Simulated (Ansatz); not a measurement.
Working through a single point from an input written key by key of BClH8Si3, SMILES B[SiH2][SiH2][SiH2]Cl

Computed with Ansatz 0.2.0 through its Python package.

Input file `bclh8si3.yaml`:
```yaml
crystal:
  periodic: [false, false, false]
  atoms:
    - { symbol: B, position_ang: [-1.8543, 0.9924, 0.7374] }
    - { symbol: Si, position_ang: [-0.9375, -0.5912, 1.1455] }
    - { symbol: Si, position_ang: [0.315, -1.1565, -0.6042] }
    - { symbol: Si, position_ang: [1.9429, 0.4487, -0.9473] }
    - { symbol: Cl, position_ang: [0.9079, 2.2121, -1.4932] }
    - { symbol: H, position_ang: [-2.6265, 1.0827, -0.2085] }
    - { symbol: H, position_ang: [-1.7138, 2.0089, 1.384] }
    - { symbol: H, position_ang: [-1.852, -1.6525, 1.417] }
    - { symbol: H, position_ang: [-0.0809, -0.3466, 2.3677] }
    - { symbol: H, position_ang: [1.0344, -2.4237, -0.2707] }
    - { symbol: H, position_ang: [-0.499, -1.3148, -1.7679] }
    - { symbol: H, position_ang: [2.6666, 0.6556, 0.3027] }
    - { symbol: H, position_ang: [2.7176, 0.0503, -2.0477] }
basis:
  gaussian: { orbitals: def2-SVP }
correlation:
  method: mp2
output:
  forces: true
```

Run as a notebook:

**Cell 1**
```python
import ansatz as az
import numpy as np
```

**Cell 2**
```python
session = az.Session.from_deck("bclh8si3.yaml")
rep = session.plan(threads=1).execute().report
```

**Cell 3**
```python
for key in ("converged", "free_energy_ev", "reference_energy_ev", "n_frozen", "n_occupied", "n_virtual"):
    print(f"{key:22s} {rep[key]}")
symbols = ["B", "Si", "Si", "Si", "Cl", "H", "H", "H", "H", "H", "H", "H", "H"]
parts = rep["correlation"]
for name in ("random_phase", "coupled_cluster", "perturbative"):
    if name in parts:
        print(f"{name:16s} {parts[name]['energy']['hartree']:12.7f} Ha")
if "second_order" in parts:
    pair = parts["second_order"]
    print(f"MP2 same spin {pair['same_spin']['hartree']:.7f} Ha, opposite spin {pair['opposite_spin']['hartree']:.7f} Ha")

forces = np.array(rep["forces_ev_ang"])
print("largest force", round(float(np.linalg.norm(forces, axis=1).max()), 4), "eV/A, rms", round(float(np.sqrt((forces ** 2).mean())), 4))
charges = rep["charge_distribution"]
print("dipole moment", round(4.803205 * float(np.linalg.norm(charges["dipole_moment_e_ang"])), 3), "D")
print("Mulliken:", [(s, round(q, 3)) for s, q in zip(symbols, charges["mulliken_charges_e"])])
```
Output:
```text
converged              True
free_energy_ev         -36890.58821082343
reference_energy_ev    -36876.58818204049
n_frozen               21
n_occupied             [15, 15]
n_virtual              [90, 90]
MP2 same spin -0.0996544 Ha, opposite spin -0.4148371 Ha
largest force 3.291 eV/A, rms 0.8959
dipole moment 1.423 D
Mulliken: [('B', 0.045), ('Si', 0.148), ('Si', 0.073), ('Si', 0.524), ('Cl', -0.294), ('H', -0.028), ('H', -0.025), ('H', -0.065), ('H', -0.074), ('H', -0.065), ('H', -0.063), ('H', -0.087), ('H', -0.089)]
```

Reading the output:
- Total energies depend on the basis set; only differences at equal settings carry meaning.
- The geometry is a force-field or estimated start, not a minimum of this method, and the basis set is short of its limit.
- It ran for 6.7 s on 1 thread of Arm Neoverse V2, on a shared host, peak memory 0.39 GiB.

(Lines on the test bed's own set-up are left out of the output.)
